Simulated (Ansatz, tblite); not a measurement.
**(HGaSe)4 cubane (Ga₄H₄Se₄): spin states and exact exchange**

Is the singlet the ground state of (HGaSe)4 cubane (Ga₄H₄Se₄)? Other spin states are computed and compared level by level.

Program: Ansatz 0.2.0, Gaussian basis. Level of theory: as each input shows. These are calculated values, not measurements.

Plan: triplet, at the geometry of the singlet (GFN1-xTB, GFN2-xTB, PBE0-D4/def2-TZVP, PBE-D4/def2-TZVP, r2SCAN-D4/def2-TZVP); the singlet's energies come from earlier runs.

**1. The relaxed structure**

The singlet was relaxed beforehand with PBE-D4/def2-SVP.

12 atoms, charge 0, spin multiplicity 1.

Bond lengths: Ga1–H2 1.568 Å, Ga1–Se3 2.505 Å, Ga1–Se6 2.505 Å, Ga1–Se9 2.505 Å, Se3–Ga4 2.505 Å, Se3–Ga10 2.505 Å, Ga4–H5 1.568 Å, Ga4–Se6 2.505 Å, Ga4–Se12 2.505 Å, Se6–Ga7 2.505 Å, Ga7–H8 1.568 Å, Ga7–Se9 2.505 Å, Ga7–Se12 2.505 Å, Se9–Ga10 2.505 Å, Ga10–H11 1.568 Å, Ga10–Se12 2.505 Å. Angles: H2–Ga1–Se3 118.8°, H2–Ga1–Se6 118.8°, H2–Ga1–Se9 118.8°, Se3–Ga1–Se6 98.8°, Se3–Ga1–Se9 98.8°, Se6–Ga1–Se9 98.8°, Ga1–Se3–Ga4 80.5°, Ga1–Se3–Ga10 80.5°, Ga4–Se3–Ga10 80.5°, Se3–Ga4–H5 118.8°, Se3–Ga4–Se6 98.8°, Se3–Ga4–Se12 98.8°, H5–Ga4–Se6 118.8°, H5–Ga4–Se12 118.8°, Se6–Ga4–Se12 98.8°, Ga1–Se6–Ga4 80.5°, Ga1–Se6–Ga7 80.5°, Ga4–Se6–Ga7 80.5° and more.

**2. Triplet at the fixed geometry, GFN1-xTB**

Tight binding, by tblite at 300 K electronic temperature and without a spin-polarisation term:

```python
tblite.interface.Calculator('GFN1-xTB', numbers, positions, charge=0, uhf=2).singlepoint()
```

Energy -571.2022 eV; 0.026 s.

**3. Triplet at the fixed geometry, GFN2-xTB**

Tight binding, by tblite at 300 K electronic temperature and without a spin-polarisation term:

```python
tblite.interface.Calculator('GFN2-xTB', numbers, positions, charge=0, uhf=2).singlepoint()
```

Energy -533.8943 eV; 0.025 s.

**4. Triplet at the fixed geometry, PBE0-D4/def2-TZVP**

The input, in.yaml:

```yaml
crystal:
  periodic: [false, false, false]
  atoms:
    - {symbol: Ga, position_ang: [-0.395869, 0.532398, 1.867975]}
    - {symbol: H, position_ang: [-0.709356, 0.953210, 3.345548]}
    - {symbol: Se, position_ang: [1.137958, 1.968373, 0.504052]}
    - {symbol: Ga, position_ang: [1.949784, -0.293042, -0.204752]}
    - {symbol: H, position_ang: [3.492057, -0.524575, -0.367137]}
    - {symbol: Se, position_ang: [0.688081, -1.687124, 1.450414]}
    - {symbol: Ga, position_ang: [-0.968672, -1.675527, -0.428581]}
    - {symbol: H, position_ang: [-1.734966, -3.000962, -0.767112]}
    - {symbol: Se, position_ang: [-2.290689, 0.344533, 0.240069]}
    - {symbol: Ga, position_ang: [-0.585238, 1.436192, -1.234630]}
    - {symbol: H, position_ang: [-1.047715, 2.572345, -2.211284]}
    - {symbol: Se, position_ang: [0.464627, -0.625802, -2.194555]}
basis:
  gaussian: {orbitals: def2-TZVP, fitting: {mean_field: def2-universal-jkfit}}
magnetization: {spin_polarized: true, initial_magnetization: 2}
hamiltonian: {xc: pbe0, dispersion: d4}
scf: {omitted_lower_state_checks: [starts]}
output: {orbitals: {seedname: orbitals}}
```

Launch:

```bash
$ ansatz run in.yaml --threads 2 --pin off --events-out ev --progress --plain --max-ram 32768MiB --backend cuda --devices 0, --max-vram 18GiB
```

The log of the run:

```text
Functional definition: PBE0
  name "PBE0"
  cite "Adamo & Barone, J. Chem. Phys. 110, 6158 (1999) doi:10.1063/1.478522"
  cite "Perdew, Burke & Ernzerhof, Phys. Rev. Lett. 77, 3865 (1996) doi:10.1103/PhysRevLett.77.3865"
  parent pbe
  parameter a = 0.25
  parameter kappa = 0.804
  parameter beta = 0.06672455060314922
  exchange = (1 - a)*pbe_x(kappa = kappa, mu = beta*pi^2/3) + a*exact_x
  correlation = pbe_c(beta = beta)
these checks for a lower state are left out or cut short: starts
2200 factors; integrals over basis functions are off by at most 6.1e-1 eV
mean field evaluation 1: about -470921.3334 eV, gradient 3.1e1 eV
mean field evaluation 2: about -470920.5083 eV, gradient 4.1e1 eV
mean field evaluation 4: about -470923.4442 eV, gradient 4.3e0 eV
mean field evaluation 8: about -470923.5714 eV, gradient 4.5e-1 eV
mean field evaluation 16: about -470923.6099 eV, gradient 3.1e-2 eV
mean field -470923.61043974 eV, -17306.1234801728 hartree, gradient 3.3e-6 eV, S^2 2.006538; 0 other end points of the search recorded, 0 dependent functions left out
reference -470923.61048178 eV, -17306.1234817176 hartree; 133, 131 occupied and 275, 277 virtual orbitals, 2200 factors
Total energy: -470924.53194518 eV, -17306.1573448729 hartree
Checks for a lower state left out: starts
```

It took 20 s on 1 × H100 (card shared with other runs) with 2 threads of AMD EPYC 7R13, shared host; peak host memory 0.96 GiB.

From the report: HOMO -3.00 eV, LUMO -6.23 eV (over both spins; with the spin held, an empty level of the minority spin lies below the top filled one); ⟨S²⟩ 2.007 (pure: 2.00).

**5. Triplet at the fixed geometry, PBE-D4/def2-TZVP**

start.molden holds the orbitals of an earlier run on this state, given as this run's starting guess.

in.yaml, as its differences from that of step 4:

```diff
@@ -16,5 +16,5 @@
 basis:
-  gaussian: {orbitals: def2-TZVP, fitting: {mean_field: def2-universal-jkfit}}
+  gaussian: {orbitals: def2-TZVP, fitting: {mean_field: def2-universal-jkfit}, initial_orbitals: start.molden}
 magnetization: {spin_polarized: true, initial_magnetization: 2}
-hamiltonian: {xc: pbe0, dispersion: d4}
+hamiltonian: {xc: pbe, dispersion: d4}
 scf: {omitted_lower_state_checks: [starts]}
```

Launched as before.

The log of the run:

```text
Functional definition: PBE
  name "PBE"
  cite "Perdew, Burke & Ernzerhof, Phys. Rev. Lett. 77, 3865 (1996) doi:10.1103/PhysRevLett.77.3865"
  parent pbe
  parameter kappa = 0.804
  parameter beta = 0.06672455060314922
  exchange = pbe_x(kappa = kappa, mu = beta*pi^2/3)
  correlation = pbe_c(beta = beta)
these checks for a lower state are left out or cut short: starts
2200 factors; integrals over basis functions are off by at most 6.1e-1 eV
mean field evaluation 1: about -470910.7550 eV, gradient 1.6e1 eV
mean field evaluation 2: about -470911.1614 eV, gradient 5.8e-1 eV
mean field evaluation 4: about -470911.1898 eV, gradient 1.3e-1 eV
mean field evaluation 8: about -470911.2481 eV, gradient 2.2e-1 eV
mean field evaluation 16: about -470911.2498 eV, gradient 9.2e-6 eV
mean field -470911.24984086 eV, -17305.6692365422 hartree, gradient 9.2e-6 eV, S^2 2.001821; 0 other end points of the search recorded, 0 dependent functions left out
reference -470911.24989803 eV, -17305.6692386431 hartree; 133, 131 occupied and 275, 277 virtual orbitals, 2200 factors
Total energy: -470912.30187586 eV, -17305.7078981151 hartree
Checks for a lower state left out: starts
```

Run time: 8 s. Hardware: 1 × H100 (card shared with other runs) with 2 threads of AMD EPYC 7R13, shared host; peak host memory 0.91 GiB.

Report: HOMO -2.54 eV, LUMO -6.46 eV (over both spins; with the spin held, an empty level of the minority spin lies below the top filled one); ⟨S²⟩ 2.002 (pure: 2.00).

**6. Triplet at the fixed geometry, r2SCAN-D4/def2-TZVP**

in.yaml, as its differences from that of step 5:

```diff
@@ -18,3 +18,3 @@
 magnetization: {spin_polarized: true, initial_magnetization: 2}
-hamiltonian: {xc: pbe, dispersion: d4}
+hamiltonian: {xc: r2scan, dispersion: d4}
 scf: {omitted_lower_state_checks: [starts]}
```

Launched as before.

The log of the run, cut to the lines that bear on the results:

```text
Functional definition: r2SCAN
  name "r2SCAN"
  cite "Furness, Kaplan, Ning, Perdew & Sun, J. Phys. Chem. Lett. 11, 8208 (2020) doi:10.1021/acs.jpclett.0c02405"
  cite "Furness, Kaplan, Ning, Perdew & Sun, J. Phys. Chem. Lett. 11, 9248 (2020) doi:10.1021/acs.jpclett.0c03077"
  parent r2scan
[...]
2200 factors; integrals over basis functions are off by at most 6.1e-1 eV
[...]
mean field -470980.11416739 eV, -17308.1999538641 hartree, gradient 3.6e-6 eV, S^2 2.003809; 0 other end points of the search recorded, 0 dependent functions left out
reference -470980.11418834 eV, -17308.1999546342 hartree; 133, 131 occupied and 275, 277 virtual orbitals, 2200 factors
Total energy: -470980.33270994 eV, -17308.2079851546 hartree
Checks for a lower state left out: starts
```

It took 35 s on 1 × H100 (card shared with other runs) with 2 threads of AMD EPYC 7R13, shared host; peak host memory 1.1 GiB.

From the report: HOMO -2.54 eV, LUMO -6.68 eV (over both spins; with the spin held, an empty level of the minority spin lies below the top filled one); ⟨S²⟩ 2.004 (pure: 2.00).

**7. Triplet less singlet, vertical**

The singlet's energies are those of its earlier runs, whose logs aren't repeated here.

```
              level  triplet less singlet, vertical (eV)     time
           GFN1-xTB                               +4.438  0.047 s
           GFN2-xTB                               +3.860  0.043 s
   PBE-D4/def2-TZVP                               +4.018     18 s
r2SCAN-D4/def2-TZVP                               +4.361     41 s
  PBE0-D4/def2-TZVP                               +4.599     27 s
```

Times add the two runs; a level without a time comes out of a correlated run. Tight binding without a spin term can't rank spin states.

**8. Outcome**

```
                                                quantity                                   value
triplet less singlet, vertical, functionals in def2-TZVP  +4.018 (PBE-D4) to +4.599 eV (PBE0-D4)
```

All functionals put the triplet above the singlet, over a spread of 0.581 eV. The checks for a lower triplet were left out, so another state of that spin may lie lower. These are electronic energies, without zero-point motion, entropy or surroundings.
